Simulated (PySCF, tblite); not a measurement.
# CH₁₄OSi₅: geometry, infrared bands and NMR shifts

Aim: predict the infrared bands and NMR shifts of CH₁₄OSi₅ (`C[SiH2][Si]([SiH3])([SiH3])O[SiH3]`).

Programs: tblite 0.8.0 and PySCF 2.14.0, with density-fitted response routines of our own. Each step states its level of theory. These are calculated values for one molecule in the gas phase, unless marked as measured. Atoms count from 0, in the outputs and in this text.

## (1) The starting structure

21 atoms, charge 0, multiplicity 1; geometry from: force field or distance geometry start.

Bonds of the start (Å): C0–Si1 1.86, Si1–Si2 2.24, Si2–Si3 2.25, Si2–Si4 2.23, Si2–O5 1.70, O5–Si6 1.72, C0–H7 1.13, C0–H8 1.09, C0–H9 1.11, Si1–H10 1.48, Si1–H11 1.46, Si3–H12 1.44, Si3–H13 1.45, Si3–H14 1.50, Si4–H15 1.45, Si4–H16 1.47, Si4–H17 1.49, Si6–H18 1.49, Si6–H19 1.47, Si6–H20 1.46.

## (2) Optimising the geometry with GFN2-xTB

The job: settings as JSON, then the geometry in Å.

```
{"job": {"kind": "relax", "xc": "GFN2-xTB", "basis": "xTB"}, "charge": 0, "multiplicity": 1}
C     -1.074700     2.393200     0.794300
Si    -1.700100     0.687000     0.379500
Si    -0.059900    -0.717700    -0.230600
Si    -1.012100    -2.699800    -0.723800
Si     1.369500    -1.182700     1.415500
O      0.676600    -0.046500    -1.612000
Si     1.807300     1.141000    -1.108400
H     -1.866400     3.164400     0.536900
H     -0.225800     2.615600     0.140700
H     -0.744700     2.487000     1.848000
H     -2.455500     0.160700     1.536700
H     -2.612200     0.847400    -0.754400
H     -2.169800    -2.547800    -1.571200
H     -0.022700    -3.552100    -1.364800
H     -1.407700    -3.248600     0.612600
H      2.235700    -0.066600     1.743700
H      0.706600    -1.755800     2.592300
H      2.235500    -2.270200     0.890400
H      1.372500     2.437400    -1.690900
H      3.144100     0.812600    -1.618700
H      1.795000     1.358400     0.338500
```

On the command line:

```bash
$ OMP_NUM_THREADS=1 python probes_run.py task.json out
```

One launch serves the whole session: the jobs run in the order shown.

The program printed:

```text
step      E/eV     max force
  0    -599.04428    2.740
  1    -599.29791    1.865
  2    -599.46927    1.226
  3    -599.54639    0.997
  4    -599.74315    0.882
  5    -599.81679    0.980
  6    -599.91479    0.893
  7    -599.96487    0.629
  8    -600.01173    0.611
  9    -600.05407    0.682
 10    -600.10104    0.612
 11    -600.14428    0.525
 12    -600.17229    0.276
 13    -600.18409    0.208
 14    -600.19278    0.188
 15    -600.20236    0.245
 16    -600.21326    0.284
 17    -600.22494    0.282
 18    -600.23602    0.216
 19    -600.24454    0.231
 20    -600.25199    0.190
 21    -600.26119    0.234
 22    -600.27182    0.275
 23    -600.28228    0.227
 24    -600.29146    0.261
 25    -600.30057    0.273
 26    -600.31199    0.277
 27    -600.32540    0.330
 28    -600.33728    0.305
 29    -600.34509    0.187
 30    -600.34975    0.129
 31    -600.35355    0.142
 32    -600.35821    0.229
 33    -600.36433    0.280
 34    -600.37100    0.259
 35    -600.37618    0.177
 36    -600.38094    0.187
 37    -600.38489    0.140
 38    -600.38953    0.171
 39    -600.39304    0.192
 40    -600.39748    0.167
 41    -600.40053    0.131
 42    -600.40333    0.148
 43    -600.40583    0.112
 44    -600.40777    0.095
 45    -600.40933    0.085
 46    -600.41085    0.088
 47    -600.41242    0.087
 48    -600.41391    0.114
 49    -600.41514    0.112
 50    -600.41614    0.075
 51    -600.41696    0.065
 52    -600.41769    0.065
 53    -600.41841    0.070
 54    -600.41918    0.060
 55    -600.41980    0.053
 56    -600.42032    0.050
 57    -600.42089    0.054
 58    -600.42169    0.069
 59    -600.42273    0.092
 60    -600.42396    0.101
 61    -600.42526    0.094
 62    -600.42658    0.079
 63    -600.42795    0.093
 64    -600.42938    0.107
 65    -600.43072    0.098
 66    -600.43185    0.078
 67    -600.43290    0.070
 68    -600.43395    0.068
 69    -600.43487    0.078
 70    -600.43555    0.069
 71    -600.43611    0.064
 72    -600.43676    0.069
 73    -600.43768    0.105
 74    -600.43882    0.110
 75    -600.43975    0.075
 76    -600.44021    0.039
 77    -600.44039    0.025
 78    -600.44055    0.031
 79    -600.44077    0.043
 80    -600.44104    0.052
 81    -600.44130    0.040
 82    -600.44147    0.025
 83    -600.44156    0.023
 84    -600.44163    0.019
 85    -600.44169    0.018
 86    -600.44178    0.020
 87    -600.44191    0.029
 88    -600.44211    0.033
 89    -600.44233    0.036
 90    -600.44250    0.024
 91    -600.44259    0.024
 92    -600.44268    0.029
 93    -600.44282    0.034
 94    -600.44304    0.047
 95    -600.44328    0.041
 96    -600.44342    0.022
 97    -600.44349    0.020
 98    -600.44354    0.019
 99    -600.44362    0.024
100    -600.44373    0.026
101    -600.44384    0.026
102    -600.44391    0.019
103    -600.44394    0.014
104    -600.44397    0.012
105    -600.44401    0.018
106    -600.44408    0.027
107    -600.44417    0.030
108    -600.44425    0.021
109    -600.44431    0.015
110    -600.44434    0.012
111    -600.44437    0.014
112    -600.44440    0.014
113    -600.44444    0.014
114    -600.44448    0.018
115    -600.44451    0.019
116    -600.44456    0.021
117    -600.44463    0.029
118    -600.44471    0.025
119    -600.44479    0.018
120    -600.44485    0.017
121    -600.44491    0.026
122    -600.44499    0.032
123    -600.44510    0.027
124    -600.44519    0.018
125    -600.44524    0.013
126    -600.44526    0.011
127    -600.44528    0.009
```

Run time: 5.8 s. Hardware: 1 thread of Intel Xeon at 2.50GHz, shared host; peak memory 0.18 GiB.

The steps of the relaxation: (not every step is listed)

| step | energy from step 0 (eV) | largest force (eV/Å) |
| --- | --- | --- |
| 0 | 0.0000 | 2.7399 |
| 1 | -0.2536 | 1.8651 |
| 2 | -0.4250 | 1.2260 |
| 3 | -0.5021 | 0.9973 |
| 4 | -0.6989 | 0.8818 |
| 5 | -0.7725 | 0.9796 |
| 6 | -0.8705 | 0.8932 |
| 7 | -0.9206 | 0.6287 |
| 8 | -0.9674 | 0.6105 |
| 19 | -1.2003 | 0.2306 |
| 30 | -1.3055 | 0.1295 |
| 41 | -1.3563 | 0.1307 |
| 52 | -1.3734 | 0.0648 |
| 63 | -1.3837 | 0.0925 |
| 74 | -1.3945 | 0.1101 |
| 85 | -1.3974 | 0.0183 |
| 96 | -1.3991 | 0.0224 |
| 107 | -1.3999 | 0.0296 |
| 118 | -1.4004 | 0.0251 |
| 122 | -1.4007 | 0.0318 |
| 123 | -1.4008 | 0.0268 |
| 124 | -1.4009 | 0.0177 |
| 125 | -1.4010 | 0.0125 |
| 126 | -1.4010 | 0.0109 |
| 127 | -1.4010 | 0.0086 |

Close pairs (by a distance rule), those that changed most:

```
   bond  before (Å)  after (Å)  change (Å)
Si2–Si4       2.229      2.338      +0.109
 O5–Si6       1.715      1.609      -0.106
Si1–Si2       2.244      2.346      +0.102
Si2–Si3       2.254      2.331      +0.077
  C0–H7       1.135      1.086      -0.048
 Si2–O5       1.703      1.659      -0.044
 C0–Si1       1.864      1.904      +0.040
Si3–H14       1.498      1.469      -0.029
```

The end geometry stands in the next job.

## (3) Vibrational analysis with GFN2-xTB

The job: settings as JSON, then the geometry in Å.

```
{"job": {"kind": "ir", "xc": "GFN2-xTB", "basis": "xTB"}, "charge": 0, "multiplicity": 1}
C     -1.047943     2.457388     0.946260
Si    -1.825684     0.751522     0.615288
Si    -0.140558    -0.803604     0.120323
Si    -0.793052    -2.671416    -1.112209
Si     1.260611    -1.247673     1.938423
O      0.832677    -0.021253    -0.972018
Si     1.792582     1.114250    -1.586768
H     -1.791239     3.225277     1.141821
H     -0.459889     2.775202     0.089040
H     -0.380208     2.420510     1.803015
H     -2.577344     0.359134     1.820227
H     -2.841025     0.942428    -0.436681
H     -1.726863    -2.390212    -2.210481
H      0.304178    -3.428769    -1.727043
H     -1.487767    -3.612906    -0.224802
H      1.951658    -0.070899     2.484426
H      0.460848    -1.791256     3.043279
H      2.323717    -2.228635     1.681497
H      0.955446     1.953427    -2.443812
H      2.819668     0.393278    -2.331781
H      2.361265     1.891148    -0.483772
```

The program printed:

```text
mode    cm-1     km/mol
  1      12.8      0.01
  2      38.2      0.32
  3      45.7      0.04
  4      50.7      0.02
  5      54.0      0.15
  6      65.5      0.73
  7      70.3      0.65
  8      78.7      1.64
  9      97.5      4.37
 10     122.2      3.64
 11     129.4      0.61
 12     164.1     17.72
 13     187.6     16.52
 14     312.8      0.58
 15     368.2      8.91
 16     383.3      7.18
 17     386.4     10.58
 18     400.1      0.67
 19     423.6     48.52
 20     479.5     14.04
 21     490.4     18.02
 22     541.6      8.01
 23     560.4      8.81
 24     605.4     30.39
 25     610.5     45.18
 26     633.9    310.58
 27     735.1     54.69
 28     756.6    872.53
 29     776.5    239.07
 30     781.9    586.02
 31     790.1    151.97
 32     796.0     40.68
 33     806.2    218.37
 34     810.2    343.41
 35     816.1    494.48
 36     827.9     40.31
 37     829.4     81.96
 38     837.7    316.49
 39     843.7     46.47
 40    1046.6    645.06
 41    1369.3      6.68
 42    1489.0      0.84
 43    1490.6      0.41
 44    2151.1    257.68
 45    2166.2    141.81
 46    2190.6    205.44
 47    2198.3     54.36
 48    2202.7    189.77
 49    2206.4    291.89
 50    2211.7    185.05
 51    2214.7    813.43
 52    2238.1    413.65
 53    2256.6    297.69
 54    2286.8    240.94
 55    3027.6     31.26
 56    3030.0     39.89
 57    3033.0      1.90
```

Run time: 4.6 s. Hardware: 1 thread of Intel Xeon at 2.50GHz, shared host; peak memory 0.18 GiB.

Which atoms move in the most intense modes:

```csv
cm⁻¹,km/mol,atoms
757,872.5,"H13 16 %, H17 15 %, H16 15 %, H14 15 %"
782,586.0,"H16 13 %, H12 12 %, H15 12 %, H17 11 %"
810,343.4,"H14 28 %, H16 23 %, H17 13 %, H12 11 %"
816,494.5,"H7 15 %, H20 13 %, H18 13 %, H19 11 %"
838,316.5,"H15 20 %, H17 18 %, H13 18 %, H12 17 %"
1047,645.1,"O5 78 %, Si6 14 %"
2215,813.4,"H16 55 %, H14 18 %, H13 15 %"
2238,413.6,"H20 77 %, H18 16 %"
```

## (4) NMR shieldings: PBE0/pcSseg-1

Settings changed since step 3:

```diff
@@ -1,2 +1,2 @@
-{"job": {"kind": "ir", "xc": "GFN2-xTB", "basis": "xTB"}, "charge": 0, "multiplicity": 1}
+{"job": {"kind": "nmr", "xc": "PBE0", "basis": "pcSseg-1"}, "charge": 0, "multiplicity": 1}
 C     -1.047943     2.457388     0.946260
```

Method: GIAO PBE0/pcSseg-1 NMR shielding, non-relativistic, gas phase.

The program printed:

```text
coarse grid: 18976 points
cycle   1  E = -1568.2837935046  dE =  1.266e-01  |g| = 8.269e-01  |ddm| = 4.040e+00
cycle   2  E = -1568.0072259735  dE =  2.766e-01  |g| = 1.433e+00  |ddm| = 2.170e+00
cycle   3  E = -1568.4082403037  dE = -4.010e-01  |g| = 1.250e-01  |ddm| = 1.739e+00
cycle   4  E = -1568.4110973413  dE = -2.857e-03  |g| = 5.928e-02  |ddm| = 2.034e-01
cycle   5  E = -1568.4120214846  dE = -9.241e-04  |g| = 9.185e-03  |ddm| = 6.388e-02
cycle   6  E = -1568.4120449666  dE = -2.348e-05  |g| = 1.499e-03  |ddm| = 1.535e-02
cycle   7  E = -1568.4120455787  dE = -6.121e-07  |g| = 3.888e-04  |ddm| = 2.835e-03
final grid: 157256 points
cycle   8  E = -1568.4586820970  dE = -1.602e-05  |g| = 8.097e-03  |ddm| = 1.956e-02
cycle   9  E = -1568.4586664814  dE =  1.562e-05  |g| = 1.211e-02  |ddm| = 1.556e-02
cycle  10  E = -1568.4586942613  dE = -2.778e-05  |g| = 1.099e-03  |ddm| = 1.034e-02
cycle  11  E = -1568.4586944957  dE = -2.344e-07  |g| = 2.479e-04  |ddm| = 1.237e-03
cycle  12  E = -1568.4586945108  dE = -1.509e-08  |g| = 3.532e-05  |ddm| = 2.513e-04
cycle  13  E = -1568.4586945111  dE = -3.001e-10  |g| = 1.222e-05  |ddm| = 7.538e-05
converged SCF energy = -1568.4586945111

GIAO shielding tensors (ppm)
atom      isotropic    diamagn.    paramagn.     s11        s22        s33       span
  0 C      195.971     255.514     -59.543    189.719    197.331    200.863     11.144
  1 Si     424.066     881.932    -457.866    388.834    417.285    466.080     77.246
  2 Si     346.289     881.210    -534.921    279.549    287.450    471.869    192.321
  3 Si     460.746     880.271    -419.525    429.052    467.261    485.925     56.873
  4 Si     466.631     881.289    -414.658    445.253    467.460    487.181     41.927
  5 O      357.228     403.471     -46.243    240.885    411.409    419.390    178.505
  6 Si     392.455     881.689    -489.234    351.517    360.581    465.268    113.751
  7 H       31.084      28.793       2.291     26.009     27.523     39.720     13.711
  8 H       31.279      33.764      -2.485     26.125     29.882     37.829     11.704
  9 H       31.356      32.791      -1.434     26.548     29.298     38.223     11.676
 10 H       27.813      30.424      -2.612     24.719     25.829     32.890      8.170
 11 H       27.470      30.664      -3.194     23.674     25.950     32.787      9.113
 12 H       27.944      29.397      -1.453     24.449     26.222     33.161      8.712
 13 H       27.894      29.230      -1.336     24.573     25.910     33.199      8.626
 14 H       28.431      29.033      -0.602     25.257     26.111     33.924      8.667
 15 H       27.821      30.548      -2.727     24.385     26.580     32.498      8.113
 16 H       28.431      29.717      -1.287     25.213     26.098     33.982      8.769
 17 H       27.965      29.744      -1.778     24.588     25.867     33.441      8.853
 18 H       26.738      30.818      -4.080     23.227     25.036     31.951      8.724
 19 H       26.756      29.911      -3.155     22.753     24.958     32.557      9.804
 20 H       26.736      31.476      -4.739     23.434     25.546     31.229      7.795
```

It took 2.6 min on 1 thread of Intel Xeon at 2.50GHz, shared host; peak memory 1.1 GiB.

The references, computed at this level on geometries of the same kind, shield at (ppm): 1H TMS 31.72, 13C TMS 186.9, 29Si TMS 349.2, 17O H2O 336.1. Their shielding less the atom's gives the shift. The references are single molecules in the gas phase, so shifts against H2O, NH3, PH3, H3PO4 or CFCl3 are not on the usual liquid scales and can be off by tens of ppm. Atoms listed in one row are averaged.

| atoms | environment | σ (ppm) | δ (ppm) | δ scaled to CDCl3 |
| --- | --- | --- | --- | --- |
| C0 | methyl carbon bonded to Si | 196.0 | -9.0 | -10.7 |
| H18, H19, H20 | hydrogen on a silicon bonded to O | 26.74 | 4.97 | – |
| H10, H11 | hydrogen on a silicon bonded to C, Si | 27.64 | 4.08 | – |
| H12, H13, H14, H15, H16, H17 | hydrogen on a silicon bonded to Si | 28.08 | 3.64 | – |
| H7, H8, H9 | hydrogen on a methyl carbon bonded to Si | 31.24 | 0.48 | 0.56 |
| Si2 | silicon bonded to O, 3 Si | 346.3 | 2.9 | – |
| Si6 | silicon bonded to O, 3 H | 392.5 | -43.3 | – |
| Si1 | silicon bonded to C, Si, 2 H | 424.1 | -74.9 | – |
| Si3, Si4 | silicon bonded to Si, 3 H | 463.7 | -114.5 | – |
| O5 | oxygen bonded to 2 Si | 357.2 | -21.1 | – |

The scaled column applies a straight-line fit of computed shieldings to shifts measured in CDCl3 (root-mean-square error 0.16 ppm for H, 1.9 ppm for C).

The run also stored atomic charges by several schemes (e):

```
   atoms  Mulliken    IAO  Hirshfeld  ESP fit
      C0     -0.63  -0.69      -0.21    -0.47
     Si1      0.35   0.45       0.24     0.45
     Si2      0.23   0.46       0.20     0.09
Si3, Si4      0.22   0.28       0.20     0.21
      O5     -0.75  -0.89      -0.31    -0.35
     Si6      0.72   0.88       0.38     0.58
```

Mayer bond orders: C0–Si1 0.95, Si1–Si2 0.87, Si2–Si3 0.90, Si2–Si4 0.89, Si2–O5 0.78, O5–Si6 0.94.

The fields below are evaluated on a grid from the run's orbitals.

Frontier orbitals at PBE0/pcSseg-1, with the share of their density that lies nearest to each atom:

```csv
orbital,energy (eV),lies on
HOMO,-7.56,"Si1, Si2 about 22 % each; O5 17 %; Si3 7 %"
LUMO,-1.16,"Si2 29 %; O5 11 %; Si1, Si3, Si4 about 7 % each"
```

ELF in a plane through or near 7 of the atoms.

Values, 10 rows by 14 columns:
```
0.00 0.00 0.00 0.00 0.00 0.00 0.00 0.00 0.00 0.00 0.00 0.00 0.00 0.00
0.00 0.00 0.00 0.00 0.00 0.00 0.08 0.83 0.41 0.00 0.00 0.00 0.00 0.00
0.00 0.00 0.00 0.00 0.01 0.12 0.53 1.00 1.00 0.14 0.00 0.00 0.00 0.00
0.00 0.00 0.00 0.00 0.06 0.52 0.71 0.16 0.07 0.00 0.00 0.02 0.00 0.00
0.00 0.00 0.00 0.73 0.87 0.01 0.53 0.73 0.45 0.08 0.88 1.00 0.87 0.00
0.00 0.00 0.12 0.46 0.84 0.48 0.61 0.36 0.52 0.68 0.13 0.65 0.13 0.00
0.00 0.00 0.96 1.00 0.59 0.13 0.64 0.77 0.27 0.38 0.99 1.00 0.32 0.00
0.00 0.00 0.00 0.01 0.04 0.86 0.97 0.27 0.00 0.03 0.85 0.80 0.03 0.00
0.00 0.00 0.00 0.00 0.00 0.26 0.47 0.02 0.00 0.00 0.00 0.00 0.00 0.00
0.00 0.00 0.00 0.00 0.00 0.00 0.00 0.00 0.00 0.00 0.00 0.00 0.00 0.00
```
The map spans 12.6 Å across and 12.6 Å up, centred on the molecule. Atoms in the plane (x, y in Å): Si1 (-1.1, -1.6), O5 (0.3, 1.3), Si6 (-0.5, 2.6), H7 (-3.6, -1.3), H8 (-2.8, 0.2), H14 (3.4, -1.8), H19 (0.4, 3.7).

On the surface of density 0.002 e/bohr³ the electrostatic potential runs, from the 1st to the 99th percentile, from -0.19 V near O5 to 1.22 V near Si2.

## (5) What came out

| quantity | value |
| --- | --- |
| strongest single infrared mode (GFN2-xTB) | 757 cm⁻¹, 873 km/mol |
| zero-point energy (GFN2-xTB) | 80.8 kcal/mol |
| 13C shifts against TMS (PBE0/pcSseg-1) | -9.0 ppm |
| 1H shifts against TMS (PBE0/pcSseg-1, means over atoms taken as alike) | 4.97, 4.08, 3.64, 0.48 ppm |
| 29Si shifts against TMS (PBE0/pcSseg-1, means over atoms taken as alike) | 2.9, -43.3, -74.9, -114.5 ppm |
| 17O shifts against H2O (PBE0/pcSseg-1) | -21.1 ppm |
| surface potential, 1st and 99th percentile | -0.19 V and 1.22 V |

Over 127 steps the energy fell by 1.401 eV; of the close pairs, Si2–Si4 changed most, 2.229 to 2.338 Å. No mode is imaginary among the 57: a minimum at this level. The strongest single mode, at 757 cm⁻¹, has its largest shares on H13, H17, H16 and H14 (the list is cut at 4 atoms). Unscaled tight-binding wavenumbers are off by several per cent, some by more. Its intensities can rank the bands wrongly. At PBE0/pcSseg-1: The widest tensor belongs to Si2: span 192 ppm, with a paramagnetic part of -535 ppm. By nearest atom (PBE0/pcSseg-1), the HOMO sits on Si1, Si2 about 22 % each; O5 17 % and the LUMO on Si2 29 %; O5 11 %.
